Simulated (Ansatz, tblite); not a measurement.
**The cluster Al12P10F6: removing and adding an electron**

Aim: the energy of removing and adding an electron for the cluster Al12P10F6, by energy differences, and how well orbital energies stand in for it.

Method: as each input shows; program: Ansatz 0.2.0, Gaussian basis.

Plan: charge +1 doublet, at the geometry of the singlet (PBE0-D4/def2-SVP, PBE-D4/def2-SVP, r2SCANh-D4/def2-SVP); charge -1 doublet, at the geometry of the singlet (PBE0-D4/def2-SVP, PBE-D4/def2-SVP, r2SCANh-D4/def2-SVP); the starting singlet's energies come from earlier runs.

### Step 1. The structure

The geometry is that of the singlet, from an earlier relaxation (PBE-D4/def2-SVP).

28 atoms, charge 0, spin multiplicity 1.

Atoms are counted from 1 here; the program's logs count them from 0.

Bond lengths: P1–Al13 2.447 Å, P1–Al14 2.365 Å, P1–Al15 2.340 Å, P2–Al11 2.305 Å, P2–Al16 2.363 Å, P2–Al17 2.363 Å, P3–Al13 2.483 Å, P3–Al16 2.276 Å, P3–Al18 2.392 Å, P4–Al11 2.595 Å, P4–Al12 2.361 Å, P4–Al13 2.599 Å, P4–Al16 2.345 Å, P4–Al19 2.480 Å, P5–Al11 2.368 Å, P5–Al12 2.440 Å, P5–Al19 2.382 Å, P5–Al20 2.385 Å and more. Angles: Al13–P1–Al14 100.1°, Al13–P1–Al15 69.2°, Al14–P1–Al15 75.0°, Al11–P2–Al16 74.3°, Al11–P2–Al17 87.0°, Al16–P2–Al17 81.7°, Al13–P3–Al16 88.1°, Al13–P3–Al18 69.4°, Al16–P3–Al18 80.9°, Al11–P4–Al12 63.1°, Al11–P4–Al13 149.8°, Al11–P4–Al16 69.4°, Al11–P4–Al19 74.5°, Al12–P4–Al13 145.3°, Al12–P4–Al16 130.6°, Al12–P4–Al19 83.3°, Al13–P4–Al16 84.0°, Al13–P4–Al19 95.6° and more.

### Step 2. Charge +1 doublet at the fixed geometry, PBE0-D4/def2-SVP

The input, in.yaml:

```yaml
crystal:
  periodic: [false, false, false]
  atoms:
    - {symbol: P, position_ang: [1.018104, -3.870819, 0.000019]}
    - {symbol: P, position_ang: [-2.417763, 1.607421, -3.630277]}
    - {symbol: P, position_ang: [0.160489, -1.917841, -4.425087]}
    - {symbol: P, position_ang: [-0.970102, -1.053474, -1.190541]}
    - {symbol: P, position_ang: [-0.971187, 1.922654, 0.506647]}
    - {symbol: P, position_ang: [2.101067, -0.316639, 0.946860]}
    - {symbol: P, position_ang: [1.726950, 1.700804, -2.532481]}
    - {symbol: P, position_ang: [-1.886570, -1.910470, 2.343997]}
    - {symbol: P, position_ang: [0.477928, 1.150919, 4.296026]}
    - {symbol: P, position_ang: [3.057798, -2.183984, -2.538906]}
    - {symbol: Al, position_ang: [-2.228315, 1.208536, -1.368476]}
    - {symbol: Al, position_ang: [-2.024546, -0.262077, 0.768533]}
    - {symbol: Al, position_ang: [0.737054, -2.756874, -2.159982]}
    - {symbol: Al, position_ang: [0.385867, -2.117319, 1.455724]}
    - {symbol: Al, position_ang: [2.645854, -2.216905, -0.299393]}
    - {symbol: Al, position_ang: [-1.269027, -0.449007, -3.436393]}
    - {symbol: Al, position_ang: [-0.213855, 2.453930, -3.540615]}
    - {symbol: Al, position_ang: [1.759271, -0.478951, -3.377976]}
    - {symbol: Al, position_ang: [0.711612, 0.683497, -0.637403]}
    - {symbol: Al, position_ang: [-0.885262, 2.446467, 2.831436]}
    - {symbol: Al, position_ang: [1.946027, -0.370456, 3.280740]}
    - {symbol: Al, position_ang: [-1.252834, -0.138720, 3.625819]}
    - {symbol: F, position_ang: [-3.503695, 0.391513, -0.262293]}
    - {symbol: F, position_ang: [1.195192, -2.091855, 3.173614]}
    - {symbol: F, position_ang: [-0.057619, 3.835668, -4.486960]}
    - {symbol: F, position_ang: [-1.254911, 4.028217, 3.246255]}
    - {symbol: F, position_ang: [3.385967, -0.625076, 4.110937]}
    - {symbol: F, position_ang: [-2.373506, 1.330852, 3.300173]}
basis:
  gaussian: {orbitals: def2-SVP, fitting: {mean_field: def2-universal-jkfit}}
total_charge: 1
magnetization: {spin_polarized: true, initial_magnetization: 1}
hamiltonian: {xc: pbe0, dispersion: d4}
scf: {omitted_lower_state_checks: [starts]}
output: {orbitals: {seedname: orbitals}}
```

The run is started by

```
ansatz run in.yaml --threads 2 --pin off --events-out ev --progress --plain --max-ram 32768MiB --backend cuda --devices 0, --max-vram 18GiB
```

Log:

```text
Functional definition: PBE0
  name "PBE0"
  cite "Adamo & Barone, J. Chem. Phys. 110, 6158 (1999) doi:10.1063/1.478522"
  cite "Perdew, Burke & Ernzerhof, Phys. Rev. Lett. 77, 3865 (1996) doi:10.1103/PhysRevLett.77.3865"
  parent pbe
  parameter a = 0.25
  parameter kappa = 0.804
  parameter beta = 0.06672455060314922
  exchange = (1 - a)*pbe_x(kappa = kappa, mu = beta*pi^2/3) + a*exact_x
  correlation = pbe_c(beta = beta)
these checks for a lower state are left out or cut short: starts
3278 factors; integrals over basis functions are off by at most 8.7e-2 eV
mean field evaluation 1: about -188209.4688 eV, gradient 6.5e1 eV
mean field evaluation 2: about -188165.4685 eV, gradient 1.2e2 eV
mean field evaluation 4: about -188225.1564 eV, gradient 7.6e0 eV
mean field evaluation 8: about -188225.5311 eV, gradient 7.2e-1 eV
mean field evaluation 16: about -188225.5458 eV, gradient 1.6e-2 eV
mean field evaluation 32: about -188225.5458 eV, gradient 3.1e-5 eV
mean field -188225.54579124 eV, -6917.1612239707 hartree, gradient 7.2e-6 eV, S^2 0.762603; 0 other end points of the search recorded, 0 dependent functions left out
reference -188225.54585701 eV, -6917.1612263879 hartree; 180, 179 occupied and 300, 301 virtual orbitals, 3278 factors
Total energy: -188228.60408462 eV, -6917.2736141795 hartree
Checks for a lower state left out: starts
```

Wall time 12 s (1 × H100 (card shared with other runs) with 2 threads of AMD EPYC 7R13, shared host); peak host memory 1.2 GiB.

Report: HOMO -10.26 eV, LUMO -8.75 eV (over both spins); ⟨S²⟩ 0.763 (pure: 0.75).

### Step 3. Charge +1 doublet at the fixed geometry, PBE-D4/def2-SVP

start.molden holds the orbitals of an earlier run on this state, given as this run's starting guess.

in.yaml: that of step 2 with these lines changed.

```diff
@@ -32,6 +32,6 @@
 basis:
-  gaussian: {orbitals: def2-SVP, fitting: {mean_field: def2-universal-jkfit}}
+  gaussian: {orbitals: def2-SVP, fitting: {mean_field: def2-universal-jkfit}, initial_orbitals: start.molden}
 total_charge: 1
 magnetization: {spin_polarized: true, initial_magnetization: 1}
-hamiltonian: {xc: pbe0, dispersion: d4}
+hamiltonian: {xc: pbe, dispersion: d4}
 scf: {omitted_lower_state_checks: [starts]}
```

Launched as before.

Log:

```text
Functional definition: PBE
  name "PBE"
  cite "Perdew, Burke & Ernzerhof, Phys. Rev. Lett. 77, 3865 (1996) doi:10.1103/PhysRevLett.77.3865"
  parent pbe
  parameter kappa = 0.804
  parameter beta = 0.06672455060314922
  exchange = pbe_x(kappa = kappa, mu = beta*pi^2/3)
  correlation = pbe_c(beta = beta)
these checks for a lower state are left out or cut short: starts
3278 factors; integrals over basis functions are off by at most 8.7e-2 eV
mean field evaluation 1: about -188209.9488 eV, gradient 1.1e1 eV
mean field evaluation 2: about -188210.5095 eV, gradient 7.0e-1 eV
mean field evaluation 4: about -188210.5332 eV, gradient 7.3e-2 eV
mean field evaluation 8: about -188210.5333 eV, gradient 2.2e-5 eV
mean field -188210.53327437 eV, -6916.6095241517 hartree, gradient 2.2e-5 eV, S^2 0.753533; 0 other end points of the search recorded, 0 dependent functions left out
reference -188210.53336188 eV, -6916.6095273678 hartree; 180, 179 occupied and 300, 301 virtual orbitals, 3278 factors
Total energy: -188213.90643197 eV, -6916.7334854072 hartree
Checks for a lower state left out: starts
```

Run time: 8.5 s. Hardware: 1 × H100 (card shared with other runs) with 2 threads of AMD EPYC 7R13, shared host; peak host memory 1.2 GiB.

From the report: HOMO -9.29 eV, LUMO -8.99 eV (over both spins); ⟨S²⟩ 0.754 (pure: 0.75).

### Step 4. Charge +1 doublet at the fixed geometry, r2SCANh-D4/def2-SVP

in.yaml: that of step 3 with these lines changed.

```diff
@@ -35,3 +35,3 @@
 magnetization: {spin_polarized: true, initial_magnetization: 1}
-hamiltonian: {xc: pbe, dispersion: d4}
+hamiltonian: {xc: {name: r2SCANh}, dispersion: d4}
 scf: {omitted_lower_state_checks: [starts]}
```

Launched as before.

Log, cut to the lines that bear on the results:

```text
Functional definition: r2SCANh
  name "r2SCANh"
  cite "Bursch, Neugebauer, Ehlert & Grimme, J. Chem. Phys. 156, 134105 (2022) doi:10.1063/5.0086040"
  cite "Furness, Kaplan, Ning, Perdew & Sun, J. Phys. Chem. Lett. 11, 8208 (2020) doi:10.1021/acs.jpclett.0c02405"
  cite "Furness, Kaplan, Ning, Perdew & Sun, J. Phys. Chem. Lett. 11, 9248 (2020) doi:10.1021/acs.jpclett.0c03077"
  parent r2scan
[...]
3278 factors; integrals over basis functions are off by at most 8.7e-2 eV
[...]
mean field -188289.61968817 eV, -6919.5158962523 hartree, gradient 9.0e-6 eV, S^2 0.762355; 0 other end points of the search recorded, 0 dependent functions left out
reference -188289.61971872 eV, -6919.5158973749 hartree; 180, 179 occupied and 300, 301 virtual orbitals, 3278 factors
Total energy: -188290.63641234 eV, -6919.5532601762 hartree
Checks for a lower state left out: starts
```

Wall time 13 s (1 × H100 (card shared with other runs) with 2 threads of AMD EPYC 7R13, shared host); peak host memory 1.5 GiB.

Report: HOMO -9.93 eV, LUMO -9.04 eV (over both spins); ⟨S²⟩ 0.762 (pure: 0.75).

### Step 5. Vertical ionisation energy

Charged state less starting state, singlet to doublet; the starting state's energies are those of its earlier runs.

| level | vertical ionisation energy (eV) | time |
| --- | --- | --- |
| PBE-D4/def2-SVP | +7.39 | 21 s |
| r2SCANh-D4/def2-SVP | +7.67 | 23 s |
| PBE0-D4/def2-SVP | +7.70 | 26 s |

Times add the two runs; a level without a time comes out of a correlated run.

Beside −ε(HOMO) of the starting state:

| level | −ε(HOMO) (eV) | by difference (eV) | mismatch (eV) |
| --- | --- | --- | --- |
| PBE-D4/def2-SVP | 5.70 | 7.39 | -1.68 |
| r2SCANh-D4/def2-SVP | 6.26 | 7.67 | -1.41 |
| PBE0-D4/def2-SVP | 6.58 | 7.70 | -1.12 |

### Step 6. Charge -1 doublet at the fixed geometry, PBE0-D4/def2-SVP

in.yaml: that of step 4 with these lines changed.

```diff
@@ -32,6 +32,6 @@
 basis:
-  gaussian: {orbitals: def2-SVP, fitting: {mean_field: def2-universal-jkfit}, initial_orbitals: start.molden}
-total_charge: 1
+  gaussian: {orbitals: def2-SVP, fitting: {mean_field: def2-universal-jkfit}}
+total_charge: -1
 magnetization: {spin_polarized: true, initial_magnetization: 1}
-hamiltonian: {xc: {name: r2SCANh}, dispersion: d4}
+hamiltonian: {xc: pbe0, dispersion: d4}
 scf: {omitted_lower_state_checks: [starts]}
```

Launched as before.

Log, cut to the lines that bear on the results:

```text
Functional definition: PBE0
  name "PBE0"
  cite "Adamo & Barone, J. Chem. Phys. 110, 6158 (1999) doi:10.1063/1.478522"
  cite "Perdew, Burke & Ernzerhof, Phys. Rev. Lett. 77, 3865 (1996) doi:10.1103/PhysRevLett.77.3865"
  parent pbe
[...]
3278 factors; integrals over basis functions are off by at most 8.7e-2 eV
[...]
mean field -188235.50555103 eV, -6917.5272383923 hartree, gradient 8.2e-6 eV, S^2 0.763829; 0 other end points of the search recorded, 0 dependent functions left out
reference -188235.50561654 eV, -6917.5272407994 hartree; 181, 180 occupied and 299, 300 virtual orbitals, 3278 factors
Total energy: -188238.62484716 eV, -6917.6418704105 hartree
Checks for a lower state left out: starts
```

Wall time 15 s (1 × H100 (card shared with other runs) with 2 threads of AMD EPYC 7R13, shared host); peak host memory 1.2 GiB.

Report: HOMO -1.28 eV, LUMO -0.25 eV (over both spins); ⟨S²⟩ 0.764 (pure: 0.75).

### Step 7. Charge -1 doublet at the fixed geometry, PBE-D4/def2-SVP

in.yaml: that of step 6 with these lines changed.

```diff
@@ -32,6 +32,6 @@
 basis:
-  gaussian: {orbitals: def2-SVP, fitting: {mean_field: def2-universal-jkfit}}
+  gaussian: {orbitals: def2-SVP, fitting: {mean_field: def2-universal-jkfit}, initial_orbitals: start.molden}
 total_charge: -1
 magnetization: {spin_polarized: true, initial_magnetization: 1}
-hamiltonian: {xc: pbe0, dispersion: d4}
+hamiltonian: {xc: pbe, dispersion: d4}
 scf: {omitted_lower_state_checks: [starts]}
```

Launched as before.

Log:

```text
Functional definition: PBE
  name "PBE"
  cite "Perdew, Burke & Ernzerhof, Phys. Rev. Lett. 77, 3865 (1996) doi:10.1103/PhysRevLett.77.3865"
  parent pbe
  parameter kappa = 0.804
  parameter beta = 0.06672455060314922
  exchange = pbe_x(kappa = kappa, mu = beta*pi^2/3)
  correlation = pbe_c(beta = beta)
these checks for a lower state are left out or cut short: starts
3278 factors; integrals over basis functions are off by at most 8.7e-2 eV
mean field evaluation 1: about -188219.7124 eV, gradient 1.1e1 eV
mean field evaluation 2: about -188220.2498 eV, gradient 5.3e-1 eV
mean field evaluation 4: about -188220.2760 eV, gradient 5.1e-1 eV
mean field evaluation 8: about -188220.2791 eV, gradient 3.3e-4 eV
mean field -188220.27906367 eV, -6916.9676753023 hartree, gradient 1.0e-5 eV, S^2 0.758065; 0 other end points of the search recorded, 0 dependent functions left out
reference -188220.27915079 eV, -6916.9676785040 hartree; 181, 180 occupied and 299, 300 virtual orbitals, 3278 factors
Total energy: -188223.71946633 eV, -6917.0941077683 hartree
Checks for a lower state left out: starts
```

Wall time 12 s (1 × H100 (card shared with other runs) with 2 threads of AMD EPYC 7R13, shared host); peak host memory 1.2 GiB.

From the report: HOMO -0.96 eV, LUMO -0.76 eV (over both spins); ⟨S²⟩ 0.758 (pure: 0.75).

### Step 8. Charge -1 doublet at the fixed geometry, r2SCANh-D4/def2-SVP

in.yaml: that of step 7 with these lines changed.

```diff
@@ -35,3 +35,3 @@
 magnetization: {spin_polarized: true, initial_magnetization: 1}
-hamiltonian: {xc: pbe, dispersion: d4}
+hamiltonian: {xc: {name: r2SCANh}, dispersion: d4}
 scf: {omitted_lower_state_checks: [starts]}
```

Launched as before.

Log, cut to the lines that bear on the results:

```text
Functional definition: r2SCANh
  name "r2SCANh"
  cite "Bursch, Neugebauer, Ehlert & Grimme, J. Chem. Phys. 156, 134105 (2022) doi:10.1063/5.0086040"
  cite "Furness, Kaplan, Ning, Perdew & Sun, J. Phys. Chem. Lett. 11, 8208 (2020) doi:10.1021/acs.jpclett.0c02405"
  cite "Furness, Kaplan, Ning, Perdew & Sun, J. Phys. Chem. Lett. 11, 9248 (2020) doi:10.1021/acs.jpclett.0c03077"
  parent r2scan
[...]
3278 factors; integrals over basis functions are off by at most 8.7e-2 eV
[...]
mean field -188299.65011201 eV, -6919.8845075293 hartree, gradient 6.2e-6 eV, S^2 0.773633; 0 other end points of the search recorded, 0 dependent functions left out
reference -188299.65014225 eV, -6919.8845086408 hartree; 181, 180 occupied and 299, 300 virtual orbitals, 3278 factors
Total energy: -188300.68835968 eV, -6919.9226624276 hartree
Checks for a lower state left out: starts
```

It took 16 s on 1 × H100 (card shared with other runs) with 2 threads of AMD EPYC 7R13, shared host; peak host memory 1.5 GiB.

From the report: HOMO -1.15 eV, LUMO -0.56 eV (over both spins); ⟨S²⟩ 0.774 (pure: 0.75).

### Step 9. Vertical electron affinity

Starting state less charged state (positive: the electron is bound), singlet to doublet; the starting state's energies are those of its earlier runs.

| level | vertical electron affinity (eV) | time |
| --- | --- | --- |
| PBE-D4/def2-SVP | +2.43 | 24 s |
| r2SCANh-D4/def2-SVP | +2.39 | 27 s |
| PBE0-D4/def2-SVP | +2.32 | 30 s |

Times add the two runs; a level without a time comes out of a correlated run.

Beside −ε(LUMO) of the starting state:

| level | −ε(LUMO) (eV) | by difference (eV) | mismatch (eV) |
| --- | --- | --- | --- |
| PBE-D4/def2-SVP | 3.84 | 2.43 | +1.41 |
| r2SCANh-D4/def2-SVP | 3.55 | 2.39 | +1.17 |
| PBE0-D4/def2-SVP | 3.29 | 2.32 | +0.97 |

### Step 10. Results

```
                                           quantity                               value
vertical ionisation energy, functionals in def2-SVP  7.39 (PBE-D4) to 7.70 eV (PBE0-D4)
vertical electron affinity, functionals in def2-SVP  2.32 (PBE0-D4) to 2.43 eV (PBE-D4)
```

**Reading.** The vertical ionisation energy spans 7.39 to 7.70 eV over the functionals. −ε(HOMO) misses the level's own difference by -1.12 eV at best (PBE0-D4) and -1.68 eV at worst (PBE-D4). The vertical electron affinity spans 2.32 to 2.43 eV over the functionals. −ε(LUMO) misses the level's own difference by +0.97 eV at best (PBE0-D4) and +1.41 eV at worst (PBE-D4).
